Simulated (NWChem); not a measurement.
# One shape, several levels: CH6Ge (methyl germane)

Aim: a comparison of 5 runs (BLYP/def2-SVPD, PBE/def2-SVPD, SVWN5/def2-SVPD, revPBE/def2-SVPD, CCSD(T)/def2-SVPD) of CH6Ge (methyl germane). 

The results are computed with NWChem 7.3.0.

**1. Starting point**

CH6Ge has 8 atoms, charge 0, and is taken as a singlet. SMILES: `[CH3][GeH3]`. Geometry: relaxed at PBE0-D4/def2-TZVP.

Bond lengths: C1–Ge2 1.953 Å, C1–H3 1.090 Å, C1–H4 1.090 Å, C1–H5 1.091 Å, Ge2–H6 1.539 Å, Ge2–H7 1.539 Å, Ge2–H8 1.539 Å. Some angles: C1–Ge2–H6 110.4°, C1–Ge2–H7 110.4°, C1–Ge2–H8 110.4°, Ge2–C1–H3 110.3°, Ge2–C1–H4 110.3°, Ge2–C1–H5 110.3°, H6–Ge2–H7 108.5°, H6–Ge2–H8 108.5°, H7–Ge2–H8 108.5°, H3–C1–H4 108.6°.

**2. Energy and forces at BLYP/def2-SVPD (run 1)**

The input, sp.xyz:

```xyz
8

C     -0.310900     0.190300    -0.971400
Ge     0.296900    -0.181900     0.846700
H     -1.380100     0.404200    -0.976500
H      0.218800     1.052200    -1.378400
H     -0.124600    -0.669400    -1.616000
H      0.030700     1.028200     1.760100
H      1.807100    -0.479600     0.857700
H     -0.445700    -1.401200     1.422100
```

The input, run.py:

```python
from ase.io import read
from ase.calculators.nwchem import NWChem

molecule = read('sp.xyz')

calc = NWChem(
    label='sp',
    theory='dft',
    memory='2200 mb',
    basis='def2-SVPD',
    basispar='spherical bse',
    dft={'xc': 'becke88 lyp', 'mult': '1', 'grid': 'fine', 'convergence': 'energy 1e-08', 'iterations': '100', 'mulliken': None, 'print': 'low'},
)
molecule.calc = calc

forces = molecule.get_forces()
e = molecule.get_potential_energy()
print(f"E = {e:.6f} eV")
print("forces (eV/A):")
for s, f in zip(molecule.symbols, forces):
    print(f"{s:2s} {f[0]:10.5f} {f[1]:10.5f} {f[2]:10.5f}")
```

Started as:

```
$ export ASE_NWCHEM_COMMAND="nwchem PREFIX.nwi > PREFIX.nwo"
$ python run.py
```

Output:

```text
E = -57645.473469 eV
forces (eV/A):
C     0.01748   -0.01244    0.04314
Ge    0.09225   -0.05492    0.27429
H    -0.50116    0.10362   -0.02648
H     0.23484    0.40078   -0.21109
H     0.07739   -0.38716   -0.31856
H    -0.03579    0.17293    0.13905
H     0.22034   -0.04453    0.00884
H    -0.10542   -0.17828    0.09086
```

The calculator wrote sp.nwi:

```
title "sp"

permanent_dir sp

scratch_dir sp

start sp

geometry units angstrom nocenter noautosym noautoz
  C  -3.1090000000000001e-01 1.9030000000000000e-01 -9.7140000000000004e-01
  Ge 2.9690000000000000e-01 -1.8190000000000001e-01 8.4670000000000001e-01
  H  -1.3801000000000001e+00 4.0420000000000000e-01 -9.7650000000000003e-01
  H  2.1879999999999999e-01 1.0522000000000000e+00 -1.3784000000000001e+00
  H  -1.2460000000000000e-01 -6.6940000000000000e-01 -1.6160000000000001e+00
  H  3.0700000000000002e-02 1.0282000000000000e+00 1.7601000000000000e+00
  H  1.8070999999999999e+00 -4.7960000000000003e-01 8.5770000000000002e-01
  H  -4.4569999999999999e-01 -1.4012000000000000e+00 1.4220999999999999e+00
end

memory 2200 mb

basis spherical bse noprint
   * library def2-SVPD
end

dft
  xc becke88 lyp
  mult 1
  grid fine
  convergence energy 1e-08
  iterations 100
  mulliken
  print low
end

task dft gradient
```

sp.nwo:

```text
Northwest Computational Chemistry Package (NWChem) 7.3.0
             --------------------------------------------------------

           Job information
           ---------------

    nwchem branch   = 7.3.0
    use scalapack   = T
    input           = sp.nwi
    prefix          = sp.
    data base       = sp/sp.db
    status          = startup
    nproc           =        1

           Memory information
           ------------------

    heap     =     72089598 doubles =      550.0 Mbytes
    stack    =     72089595 doubles =      550.0 Mbytes
    global   =    144179200 doubles =     1100.0 Mbytes (distinct from heap & stack)
    total    =    288358393 doubles =     2200.0 Mbytes
    verify   = yes
    hardfail = no

           Directory information
           ---------------------

  0 permanent = sp
  0 scratch   = sp

                                NWChem Input Module
                                -------------------

                                        sp
                                        --

[... 25 lines left out ...]
            Nuclear Dipole moment (a.u.)
[... 77 lines left out ...]
   convergence    iter        energy       DeltaE   RMS-Dens  Diis-err    time
[... 11 lines left out ...]
         Total DFT energy =    -2118.432093751728
      One electron energy =    -3187.399241218216
           Coulomb energy =     1035.624685094330
    Exchange-Corr. energy =      -86.652453279055
 Nuclear repulsion energy =      119.994915651213
[... 17 lines left out ...]
     -------------------------------------------
      Total Density - Lowdin Population Analysis
     -------------------------------------------

    Atom       Charge   Shell Charges
 -----------   ------   -------------------------------------------------------
    1 C    6     6.03   1.96  0.49  0.21  0.12  1.84  1.08  0.04  0.28
    2 Ge  32    31.35   2.00  2.00  1.92  0.52  0.22  0.14  5.99  5.82  1.35  0.90  7.77  2.05  0.42  0.25
    3 H    1     1.08   0.57  0.19  0.06  0.26
[... 4 lines of this table left out ...]
    8 H    1     1.12   0.59  0.34  0.02  0.17

                         DFT ENERGY GRADIENTS

    atom               coordinates                        gradient
                 x          y          z           x          y          z
   1 C      -0.587516   0.359615  -1.835680   -0.000340   0.000242  -0.000839
   2 Ge      0.561060  -0.343741   1.600031   -0.001794   0.001068  -0.005334
   3 H      -2.608011   0.763827  -1.845317    0.009746  -0.002015   0.000515
[... 4 lines of this table left out ...]
   8 H      -0.842251  -2.647884   2.687379    0.002050   0.003467  -0.001767

 Task  times  cpu:       24.8s     wall:       24.8s
 Total times  cpu:       24.9s     wall:       24.9s
```

It took 26 s on 1 thread of Intel Xeon Platinum 8488C (Sapphire Rapids), shared host; peak memory 0.13 GiB.

**3. Energy and forces at PBE/def2-SVPD (run 2)**

The input, ch6ge.nw:

```
start ch6ge
title "CH6Ge"
memory stack 880 mb heap 220 mb global 1100 mb
charge 0

geometry units angstroms noautosym nocenter noautoz
   C    -0.310900    0.190300   -0.971400
   Ge    0.296900   -0.181900    0.846700
   H    -1.380100    0.404200   -0.976500
   H     0.218800    1.052200   -1.378400
   H    -0.124600   -0.669400   -1.616000
   H     0.030700    1.028200    1.760100
   H     1.807100   -0.479600    0.857700
   H    -0.445700   -1.401200    1.422100
end

basis spherical bse
   * library def2-SVPD
end

dft
   xc xpbe96 cpbe96
   grid fine
   convergence energy 1e-08
   iterations 100
   mulliken
end

task dft gradient
```

Started as:

```
$ nwchem ch6ge.nw > ch6ge.out
```

Output:

```text
[...]
          Wavefunction type:  closed shell.
          No. of atoms     :     8
          No. of electrons :    44
[...]
          Charge           :     0
          Spin multiplicity:     1
[...]
          AO basis - number of functions:   106
[...]
              XC Information
              --------------
          PerdewBurkeErnzerhof Exchange Functional  1.000
            Perdew 1991 LDA Correlation Functional  1.000 local
           PerdewBurkeErnz. Correlation Functional  1.000 non-local
[...]
 d= 0,ls=0.0,diis     1  -2118.0077755423 -2.24D+03  8.79D-03  2.45D-01     2.9
[...]
 d= 0,ls=0.0,diis     8  -2118.0324554443  2.94D-09  2.96D-06  1.49D-07    18.5
         Total DFT energy =    -2118.032455444290
      One electron energy =    -3187.729207451277
           Coulomb energy =     1035.954386385425
    Exchange-Corr. energy =      -86.252550029651
 Nuclear repulsion energy =      119.994915651213
[...]
      Total Density - Mulliken Population Analysis
     ---------------------------------------------
    Atom       Charge   Shell Charges
 -----------   ------   -------------------------------------------------------
    1 C    6     5.90   1.98  0.93 -0.12  0.06  2.13  0.93  0.02 -0.03
    2 Ge  32    32.49   2.00  2.00  1.99  1.25  0.55 -0.05  6.00  5.98  1.47  1.09  8.06  1.82  0.24  0.09
    3 H    1     1.03   0.74  0.18  0.03  0.08
    4 H    1     1.03   0.74  0.18  0.03  0.08
    5 H    1     1.03   0.74  0.18  0.03  0.08
    6 H    1     0.84   0.72  0.13  0.01 -0.02
    7 H    1     0.84   0.72  0.13  0.01 -0.02
    8 H    1     0.84   0.72  0.13  0.01 -0.02
[...]
  wavefunction    = closed shell
                         DFT ENERGY GRADIENTS
    atom               coordinates                        gradient
                 x          y          z           x          y          z
   1 C      -0.587516   0.359615  -1.835680   -0.001947   0.001226  -0.005641
   2 Ge      0.561060  -0.343741   1.600031   -0.000481   0.000264  -0.001407
   3 H      -2.608011   0.763827  -1.845317    0.010067  -0.002055   0.000339
   4 H       0.413472   1.988370  -2.604798   -0.004815  -0.008063   0.004072
   5 H      -0.235460  -1.264983  -3.053797   -0.001631   0.007869   0.006245
   6 H       0.058015   1.943016   3.326107    0.000595  -0.002778  -0.002153
   7 H       3.414924  -0.906313   1.620818   -0.003499   0.000698  -0.000071
   8 H      -0.842251  -2.647884   2.687379    0.001711   0.002839  -0.001384
[...]
```

It took 26 s on 1 thread of Intel Xeon Platinum 8488C (Sapphire Rapids), shared host; peak memory 0.12 GiB.

**4. Energy and gradient at SVWN5/def2-SVPD (run 3)**

The input, ch6ge.xyz:

```xyz
8

C     -0.310900     0.190300    -0.971400
Ge     0.296900    -0.181900     0.846700
H     -1.380100     0.404200    -0.976500
H      0.218800     1.052200    -1.378400
H     -0.124600    -0.669400    -1.616000
H      0.030700     1.028200     1.760100
H      1.807100    -0.479600     0.857700
H     -0.445700    -1.401200     1.422100
```

The input, run.py:

```python
from ase.io import read
from ase.calculators.nwchem import NWChem

system = read('ch6ge.xyz')

calc = NWChem(
    label='ch6ge',
    theory='dft',
    memory='2200 mb',
    basis='def2-SVPD',
    basispar='spherical bse',
    dft={'xc': 'slater vwn_5', 'mult': '1', 'grid': 'fine', 'convergence': 'energy 1e-08', 'iterations': '100', 'mulliken': None},
)
system.calc = calc

forces = system.get_forces()
print("Total energy (eV):", round(system.get_potential_energy(), 6))
print("forces (eV/A):")
for s, f in zip(system.symbols, forces):
    print(f"{s:2s} {f[0]:10.5f} {f[1]:10.5f} {f[2]:10.5f}")
print("dipole (e A):", system.get_dipole_moment().round(4))
```

Started as:

```
$ export ASE_NWCHEM_COMMAND="nwchem PREFIX.nwi > PREFIX.nwo"
$ python run.py
```

Output:

```text
Total energy (eV): -57547.861101
forces (eV/A):
C     0.25063   -0.15524    0.74027
Ge   -0.08397    0.05296   -0.25284
H    -0.56693    0.11148    0.01147
H     0.28663    0.45622   -0.20265
H     0.10387   -0.45802   -0.32746
H    -0.01013    0.03929    0.02329
H     0.04597   -0.00838   -0.00525
H    -0.02607   -0.03831    0.01316
dipole (e A): [-0.0459  0.0281 -0.1374]
```

The calculator wrote ch6ge.nwi:

```
title "ch6ge"

permanent_dir ch6ge

scratch_dir ch6ge

start ch6ge

geometry units angstrom nocenter noautosym noautoz
  C  -3.1090000000000001e-01 1.9030000000000000e-01 -9.7140000000000004e-01
  Ge 2.9690000000000000e-01 -1.8190000000000001e-01 8.4670000000000001e-01
  H  -1.3801000000000001e+00 4.0420000000000000e-01 -9.7650000000000003e-01
  H  2.1879999999999999e-01 1.0522000000000000e+00 -1.3784000000000001e+00
  H  -1.2460000000000000e-01 -6.6940000000000000e-01 -1.6160000000000001e+00
  H  3.0700000000000002e-02 1.0282000000000000e+00 1.7601000000000000e+00
  H  1.8070999999999999e+00 -4.7960000000000003e-01 8.5770000000000002e-01
  H  -4.4569999999999999e-01 -1.4012000000000000e+00 1.4220999999999999e+00
end

memory 2200 mb

basis spherical bse noprint
   * library def2-SVPD
end

dft
  xc slater vwn_5
  mult 1
  grid fine
  convergence energy 1e-08
  iterations 100
  mulliken
end

task dft gradient
```

ch6ge.nwo:

```text
Northwest Computational Chemistry Package (NWChem) 7.3.0
             --------------------------------------------------------

           Job information
           ---------------

    nwchem branch   = 7.3.0
    use scalapack   = T
    input           = ch6ge.nwi
    prefix          = ch6ge.
    data base       = ch6ge/ch6ge.db
    status          = startup
    nproc           =        1

           Memory information
           ------------------

    heap     =     72089598 doubles =      550.0 Mbytes
    stack    =     72089595 doubles =      550.0 Mbytes
    global   =    144179200 doubles =     1100.0 Mbytes (distinct from heap & stack)
    total    =    288358393 doubles =     2200.0 Mbytes
    verify   = yes
    hardfail = no

           Directory information
           ---------------------

  0 permanent = ch6ge
  0 scratch   = ch6ge

                                NWChem Input Module
                                -------------------

                                       ch6ge
                                       -----

[... 95 lines left out ...]
  convergence criterion.
[... 17 lines left out ...]
          Convergence on gradient requested:  5.00D-04
[... 22 lines left out ...]
          Convergence aids based upon iterative change in
[... 28 lines left out ...]
 1-e energy   =   -3186.325929
[... 46 lines left out ...]
         Total DFT energy =    -2114.844905354160
[... 2 lines left out ...]
    Exchange-Corr. energy =      -83.009045131457
[... 815 lines left out ...]
          Convergence on energy requested:  1.00D-08
[... 20 lines left out ...]
          Spatial weights used:  Erf1
[... 4 lines left out ...]
          total energy or number of iterations.
[... 18 lines left out ...]
                            NWChem DFT Gradient Module
                            --------------------------

                                       ch6ge

  charge          =   0.00
  wavefunction    = closed shell

                         DFT ENERGY GRADIENTS

    atom               coordinates                        gradient
                 x          y          z           x          y          z
   1 C      -0.587516   0.359615  -1.835680   -0.004874   0.003019  -0.014396
   2 Ge      0.561060  -0.343741   1.600031    0.001633  -0.001030   0.004917
   3 H      -2.608011   0.763827  -1.845317    0.011025  -0.002168  -0.000223
[... 4 lines of this table left out ...]
   8 H      -0.842251  -2.647884   2.687379    0.000507   0.000745  -0.000256

                 ----------------------------------------
                 |  Time  |  1-e(secs)   |  2-e(secs)   |
                 ----------------------------------------
                 |  CPU   |       0.01   |       4.93   |
                 ----------------------------------------
                 |  WALL  |       0.01   |       4.93   |
                 ----------------------------------------

 Task  times  cpu:       21.5s     wall:       21.5s
 Total times  cpu:       21.5s     wall:       21.5s
```

It took 23 s on 1 thread of Intel Xeon Platinum 8488C (Sapphire Rapids), shared host; peak memory 0.12 GiB.

Run 4 isn't shown in full; the table further down has it.

**5. The energy at CCSD(T)/def2-SVPD (run 5)**

The input, job.nw:

```
start job
memory total 2200 mb

geometry noautosym nocenter noautoz
  C     -0.310900     0.190300    -0.971400
  Ge     0.296900    -0.181900     0.846700
  H     -1.380100     0.404200    -0.976500
  H      0.218800     1.052200    -1.378400
  H     -0.124600    -0.669400    -1.616000
  H      0.030700     1.028200     1.760100
  H      1.807100    -0.479600     0.857700
  H     -0.445700    -1.401200     1.422100
end

basis spherical bse
  C library def2-SVPD
  Ge library def2-SVPD
  H library def2-SVPD
end

scf
  thresh 1e-08
  maxiter 80
end

ccsd
  freeze core 10
  maxiter 60
end

task ccsd(t) energy
```

Started as:

```
$ nwchem job.nw > job.out
```

Output:

```text
[...]
  functions       =   106
[...]
  wavefunction    = RHF
[...]
         Total SCF energy =  -2116.430530649487
      One-electron energy =  -3188.786985473668
      Two-electron energy =    952.361539172968
 Nuclear repulsion energy =    119.994915651213
        Time for solution =     19.7s
[...]
 Total MP2 energy:          -2116.835006906105718
[...]
             energy      energy      error      ampl     ampl      Block
                                                time     time      time
[...]
 Total CCSD energy:          -2116.864418916066825
[...]
 Total CCSD+T(CCSD) energy:          -2116.877628929118600
[...]
 Total CCSD(T) energy:               -2116.876679446622347
[...]
```

It took 3.2 min on 1 thread of Intel Xeon Platinum 8488C (Sapphire Rapids), shared host; peak memory 0.36 GiB.

**6. All runs side by side**

```csv
run,level,task,integration grid,energy (Eh),largest force (eV/Å),wall time
1,BLYP/def2-SVPD,gradient,fine,-2118.432094,0.512,26 s
2,PBE/def2-SVPD,gradient,fine,-2118.032455,0.529,26 s
3,SVWN5/def2-SVPD,gradient,fine,-2114.844905,0.797,23 s
4,revPBE/def2-SVPD,gradient,fine,-2118.245837,0.556,26 s
5,CCSD(T)/def2-SVPD,energy,–,-2116.876679,–,3.2 min
```

**7. What came out**

```
                                           quantity           value
                                run 5: total energy  -2116.87668 Eh
         run 5: HOMO energy (Hartree–Fock orbitals)       -11.96 eV
         run 5: LUMO energy (Hartree–Fock orbitals)         2.21 eV
       run 5: HOMO–LUMO gap (Hartree–Fock orbitals)        14.17 eV
run 5: correlation energy (10 core orbitals frozen)      -446.1 mEh
                              run 5: (T) correction      -12.26 mEh
```

In words: Over runs 2, 3, 4 the dipole moment (its size) runs from 0.71 D (SVWN5/def2-SVPD) to 0.73 D (revPBE/def2-SVPD). Over runs 2, 3, 4 the HOMO–LUMO gap runs from 7.41 eV (revPBE/def2-SVPD) to 7.43 eV (SVWN5/def2-SVPD). Totals of different functionals can't be ranked against each other. All runs together took 4.9 min, the longest 3.2 min.
